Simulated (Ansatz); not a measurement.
# CHBrClFO: small, medium and large basis sets

The task here is to estimate one member of a computed series from the others.

The runs use Ansatz 0.2.0, Gaussian basis; one geometry, several basis sets.

The runs, in order: PBE0-D4/def2-SVP; ωB97M-V/def2-SVP; PBE0-D4/def2-QZVPP; ωB97M-V/def2-QZVPP; the functionals' def2-TZVPP values are taken from earlier runs.

## The geometry

All runs share one geometry, relaxed beforehand with PBE0-D4 in a triple-zeta def2 set.

SMILES `OC(F)(Cl)Br`, 6 atoms, charge 0, spin multiplicity 1.

Atoms are counted from 1 here; the program's logs count them from 0.

Bond lengths: O1–C2 1.343 Å, O1–H6 0.967 Å, C2–F3 1.346 Å, C2–Cl4 1.785 Å, C2–Br5 1.932 Å. Angles: C2–O1–H6 108.8°, O1–C2–F3 111.3°, O1–C2–Cl4 112.1°, O1–C2–Br5 107.8°, F3–C2–Cl4 106.5°, F3–C2–Br5 108.4°, Cl4–C2–Br5 110.7°.

Set-up of the first run:

Contents of in.yaml:

```yaml
crystal:
  periodic: [false, false, false]
  atoms:
    - {symbol: O, position_ang: [-0.697155, -0.644229, -0.643789]}
    - {symbol: C, position_ang: [0.231457, 0.055010, 0.028473]}
    - {symbol: F, position_ang: [0.836158, -0.705183, 0.960808]}
    - {symbol: Cl, position_ang: [-0.471468, 1.451123, 0.890932]}
    - {symbol: Br, position_ang: [1.565215, 0.638049, -1.241805]}
    - {symbol: H, position_ang: [-1.422208, -0.858669, -0.040819]}
basis:
  gaussian: {orbitals: def2-SVP}
hamiltonian: {xc: pbe0, dispersion: d4}
output: {orbitals: {seedname: orbitals}}
```

Command:

```bash
$ ansatz run in.yaml --threads 4 --pin off --events-out ev --progress --plain --max-ram 10444MiB
```

Among the steps run: PBE0-D4 in def2-SVP; ωB97M-V in def2-SVP; PBE0-D4 in def2-QZVPP; ωB97M-V in def2-QZVPP.

One table of the session follows, with a row left open; its other results are not shown here.

It belongs to the step «Density functionals: the series». 

```
functional       basis  HOMO (eV)
   PBE0-D4    def2-SVP      -8.42
   PBE0-D4  def2-TZVPP          ?
   PBE0-D4  def2-QZVPP      -8.60
   ωB97M-V    def2-SVP     -10.64
   ωB97M-V  def2-TZVPP     -10.82
   ωB97M-V  def2-QZVPP     -10.86
```

Estimate the missing values for PBE0-D4, def2-TZVPP.

As computed: HOMO (eV): -8.57. In the column «HOMO (eV)» it lies between PBE0-D4, def2-QZVPP (-8.60) and PBE0-D4, def2-SVP (-8.42).
